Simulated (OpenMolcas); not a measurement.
# Zr³⁺ among point charges: CASSCF and CASPT2 levels, g values and susceptibility

Aim: the splitting of the states of Zr³⁺ in the field of 6 point charges, its lowest levels with spin-orbit coupling and its magnetic susceptibility.

Program: OpenMolcas 26.06. Level of theory: state-averaged CASSCF and CASPT2, spin-orbit coupling by RASSI with atomic mean-field integrals. These are calculated values, not measurements, unless marked.

## 1. Starting point

- Species: Zr³⁺ (zirconium, Z = 40, 37 electrons)
- Basis: ANO-RCC-VDZP [6s5p3d1f], 43 functions
- Scalar Hamiltonian: DKH2, point nucleus
- Inactive shells: 1s 2s 2p 3s 3p 3d 4s 4p
- Active space: 1 electron in 5 orbitals (4d)
- Some configurations of this space: 4d
- Orbitals: optimised for each spin and parity, averaged over all roots

The outer shells:

4d
```
4d [↑ ][  ][  ][  ][  ]
```

The ion sits among 6 point charges of -1.36 e arranged as a trigonal antiprism (D3d), 2.25 Å from the ion, with a polar angle of 55.8° against the regular 54.74°.

Each step is its own input file, run in one work folder so that later steps find the files of earlier ones. Only the result sections of each output are shown. Labels, J, g values, rates, χT and fits are worked out afterwards by a script from the matrices that RASSI stores. The input lists half of the charges; inversion (Group=XYZ) makes the rest.

## 2. GATEWAY and SEWARD: basis and integrals

Input file a.inp:

```
&GATEWAY
Coord
1

Zr 0.0 0.0 0.0
Basis=ANO-RCC-VDZP
Group=XYZ
NoMove
AngMom=0.0 0.0 0.0
AMFI
XField
3 Angstrom 0
0.000000 1.861600 1.263703 -1.360000
1.612193 -0.930800 1.263703 -1.360000
1.612193 0.930800 -1.263703 -1.360000
&SEWARD
```

Started as:

```
$ OMP_NUM_THREADS=1 MOLCAS_MEM=1689 MOLCAS_PROJECT=a pymolcas a.inp > a.log
```

## 3. Reference wave functions, doublets of even parity, 5 roots

Input file a.inp:

```
&RASSCF
FileOrb=start.orb
Symmetry=1
Spin=2
nActEl=1 0 0
Inactive=9 9
Ras2=5 0
CIRoot=5 5 1
SDav=5
CIMx=300
Iter=120 100
PrWF=0.3
OrbListing=Nothing
MaxOrb=0
>>> COPY $Project.JobIph JOB001
```

start.orb holds the contracted functions of the basis, ordered by shell, or the orbitals of the step before.

## 4. RASSI: spin-orbit coupling between the states

Input file a.inp:

```
&RASSI
NrOfJobIphs=1 5
1 2 3 4 5
IphNames
JOB001
EJob
SpinOrbit
DIPRint=1.0
SOCoupling=1000.0
Subsets=2
Property=9
'ANGMOM' 1 'ANGMOM' 2 'ANGMOM' 3 'MLTPL  1' 1 'MLTPL  1' 2 'MLTPL  1' 3
'AMFI' 1 'AMFI' 2 'AMFI' 3
SOProperty=3
'ANGMOM' 1 'ANGMOM' 2 'ANGMOM' 3
```

## 5. CASPT2: IPEA 0.25, imaginary shift 0.1 (closed shells correlated: 4s 4p)

Input file a.inp:

```
>>> COPY JOB001 $Project.JobIph
&CASPT2
Multistate=5 1 2 3 4 5
NoMult
Frozen=8 6
IPEA=0.25
Imaginary=0.1
MaxIter=60
WThr=0.0 0.3 0.05
PrWF=0.5
NoMix
```

(Steps that only read results are left out.)

**Question.** What will these runs give? Wanted: spin-free ground state; first state of the same spin; lowest level; next level.

**Answer**, as computed:

| quantity | value |
| --- | --- |
| method | SS-CASPT2, IPEA 0.25, imaginary shift 0.1 (closed shells correlated: 4s 4p) |
| spin-free ground state | 2A1, 1-fold in its orbital part |
| first state of the same spin | 2E at 700 cm⁻¹ |
| lowest level | 2-fold E1/2, g = 0.63, 0.63, 1.46 |
| next level | 622.4 cm⁻¹ |
| χT at 300 K | 0.24 cm³ K/mol |
| effective moment at 300 K | 1.37 μB |

Cost by method:

```tsv
method	time of its own steps	time with the reference
A. CASSCF	1.7 s	1.7 s
B. SS-CASPT2, IPEA 0.25, imaginary shift 0.1, +4s 4p	0.47 s	2.2 s
```

Times are of one thread on a shared host.

**Reading.** The spin-free ground state (2A1) comes to 100 % from free-ion D terms and keeps the highest spin of the shell. χT at 300 K is 0.24, against 0.38 cm³ K/mol for the spin alone, so orbital moment lowers it. CASPT2 does not keep the components of a term degenerate, and the means are used. Point charges give too small a field for d ions at true ligand charges. Point charges carry no covalency, so the field is a model and not that of real ligands.
